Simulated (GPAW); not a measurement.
Co, 2 atoms in the cell. The cell holds a slab with vacuum, 2 atoms: a = 2.487 Å, b = 2.487 Å, c = 17.112 Å, α = 90.00°, β = 90.00°, γ = 120.00°.  The cell isn't the ideal one: the (0 0 1) slab of Co, cut from the database cell, not relaxed.

* Program: GPAW 26.7.0
* Task: relaxation of the atoms
* Functional: LDA
* Potentials or basis: the program's PAW data sets (release 1.2.1) made for this functional
* Cutoff: 450 eV
* Basis: pw
* k mesh: 8 × 8 × 1
* Occupations: fermi-dirac, width 0.05 eV
* Spin: collinear spin, ferromagnetic start
* Starting moments: [2.0, 2.0] μB
* Maxiter: 150
* Dipole layer: yes
* Optimizer: BFGS
* Fmax: 0.02 eV/Å
* Max steps: 60

Potentials or basis: the program's PAW data sets (release 1.2.1) made for this functional, pw.

The run is started by

```sh
$ OMP_NUM_THREADS=1 python run.py
```

Hardware: 1 thread of Arm Neoverse V2, on a shared host.

**Question.** Estimate the wall time of this run.

**Answer.** It took 91 s on 1 thread of Arm Neoverse V2 (shared host), peak memory 0.17 GiB. Counts: scf iterations 87, plane waves 2021, bands 21, k points 10, ion steps 7.
